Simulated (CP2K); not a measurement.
Hf2Pd2Se2Br2O3:

```
Hf Pd Se Br O
1.0
     3.72613    0.00000    0.00000
    -1.86306    3.22692    0.00000
     0.00000    0.00000   17.00867
Hf Pd Se Br O
2 2 2 2 3
Cartesian
  1.8631 1.0756 15.8835
  0.0000 2.1513 1.1251
  0.0000 0.0000 5.1533
  0.0000 0.0000 11.8554
  0.0000 2.1513 3.8523
  1.8631 1.0756 13.1564
  1.8631 1.0756 6.7800
  0.0000 2.1513 10.2287
  0.0000 2.1513 15.7652
  1.8631 1.0756 1.2435
  0.0000 0.0000 0.0000
```

The cell was built by a generator and needn't be a form met in nature.

Base run:

- Program: CP2K 2026.2
- Functional: LDA
- Potentials or basis: POTENTIAL_UZH Hf GTH-PBE-q12, Pd GTH-PBE-q18, Se GTH-PBE-q6, Br GTH-PBE-q7, O GTH-PBE-q6; TZVP-MOLOPT-PBE-GTH basis
- Density cutoff: 13606 eV
- k mesh: 8 × 8 × 2
- Occupations: fermi-dirac, width 0.05 eV
- Spin: no spin polarisation

Its results: band gap on the k mesh none (metal or under the smearing width); pressure -6.9 GPa; largest force 0.621 eV/Å.

Problem. The run is repeated on the same cell with these changes: functional from LDA to PBEsol. What comes out?

Solution. Band gap on the k mesh none (metal or under the smearing width); pressure -4.6 GPa; largest force 0.449 eV/Å.

PBEsol binds less tightly than LDA, so the same cell stands under more pressure.

Caveats: the potentials were made for another functional, which shifts forces and pressure; the basis of atomic orbitals isn't converged, which shifts pressures, moduli and gaps; this functional lacks dispersion, which binds the layers, so the pressure and a relaxed spacing across them are unreliable (some runs).

Not every run made on this cell is shown here.
